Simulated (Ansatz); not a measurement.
# CH₇AlBNO: a ladder of functionals and wavefunction methods

An exercise on one series of results from a longer session: the logs are not shown, and one member is left open.

Method: functionals in def2-TZVPP, the program's frozen cores in correlated methods; program: Ansatz 0.2.0, Gaussian basis.

Plan: PBE-D4, r2SCAN-D4, PBE0-D4, B3LYP-D4, ωB97X-V, ωB97M-V, B2PLYP; CCSD(T)/def2-TZVPP; MP2/def2-QZVPP; extrapolation to the limit.

## The geometry

The geometry comes from an earlier relaxation with PBE0-D4 in a triple-zeta def2 set; it is a stationary point, not always the lowest conformer.

SMILES `B[NH][AlH][O]C`, 12 atoms, charge 0, spin multiplicity 1.

Atoms are counted from 1 here; the program's logs count them from 0.

Bond lengths: B1–N2 1.376 Å, B1–H6 1.245 Å, B1–H7 1.193 Å, N2–Al3 1.818 Å, N2–H8 1.005 Å, Al3–O4 1.686 Å, Al3–H9 1.568 Å, O4–C5 1.395 Å, C5–H10 1.098 Å, C5–H11 1.095 Å, C5–H12 1.096 Å. Angles: N2–B1–H6 112.3°, N2–B1–H7 130.2°, H6–B1–H7 117.5°, B1–N2–Al3 93.8°, B1–N2–H8 123.5°, Al3–N2–H8 142.6°, N2–Al3–O4 119.9°, N2–Al3–H9 122.3°, O4–Al3–H9 117.2°, Al3–O4–C5 134.6°, O4–C5–H10 112.7°, O4–C5–H11 110.1°, O4–C5–H12 110.4°, H10–C5–H11 107.8°, H10–C5–H12 107.9°, H11–C5–H12 107.7°.

Set-up of the first run:

Input file in.yaml:

```yaml
crystal:
  periodic: [false, false, false]
  atoms:
    - {symbol: B, position_ang: [-1.967338, -0.301963, 0.173176]}
    - {symbol: N, position_ang: [-1.077925, -1.230221, -0.317803]}
    - {symbol: Al, position_ang: [0.208591, -0.817183, 0.897819]}
    - {symbol: O, position_ang: [1.445353, 0.250462, 0.481035]}
    - {symbol: C, position_ang: [1.683705, 1.099007, -0.599709]}
    - {symbol: H, position_ang: [-1.525060, 0.294670, 1.172881]}
    - {symbol: H, position_ang: [-3.055131, 0.000893, -0.212850]}
    - {symbol: H, position_ang: [-1.260976, -1.802966, -1.123044]}
    - {symbol: H, position_ang: [0.344224, -1.574576, 2.264285]}
    - {symbol: H, position_ang: [0.942342, 0.982791, -1.401373]}
    - {symbol: H, position_ang: [2.672858, 0.898340, -1.025607]}
    - {symbol: H, position_ang: [1.666257, 2.145444, -0.274909]}
basis:
  gaussian: {orbitals: def2-TZVPP}
hamiltonian: {xc: pbe, dispersion: d4}
output: {forces: true, orbitals: {seedname: orbitals}}
```

On the command line:

```console
> ansatz run in.yaml --threads 4 --pin off --events-out ev --progress --plain --max-ram 10444MiB
```

Among the steps run: PBE-D4 (GGA); r2SCAN-D4 (meta-GGA); PBE0-D4 (hybrid); B3LYP-D4 (hybrid); ωB97X-V (range-separated); ωB97M-V (range-separated); B2PLYP (double hybrid); CCSD(T) in def2-TZVPP; MP2 in def2-QZVPP.

One table of the session follows, with a row left open; its other results are not shown here.

| method | atomisation energy (kcal/mol) |
| --- | --- |
| PBE-D4 | 1066.3 |
| r2SCAN-D4 | ? |
| PBE0-D4 | 1048.9 |
| B3LYP-D4 | 1055.1 |
| ωB97X-V | 1055.6 |
| ωB97M-V | 1057.4 |
| B2PLYP | 1043.9 |
| HF/def2-TZVPP | 773.6 |
| MP2/def2-TZVPP | 1040.9 |
| CCSD/def2-TZVPP | 1010.7 |
| CCSD(T)/def2-TZVPP | 1024.7 |
| MP2/CBS | 1068.2 |
| CCSD(T)/CBS | 1052.0 |

**Question.** Estimate the row for r2SCAN-D4.

**Answer.** atomisation energy (kcal/mol): 1055.4. In the column «atomisation energy (kcal/mol)» it lies between B3LYP-D4 (1055.1) and ωB97X-V (1055.6).
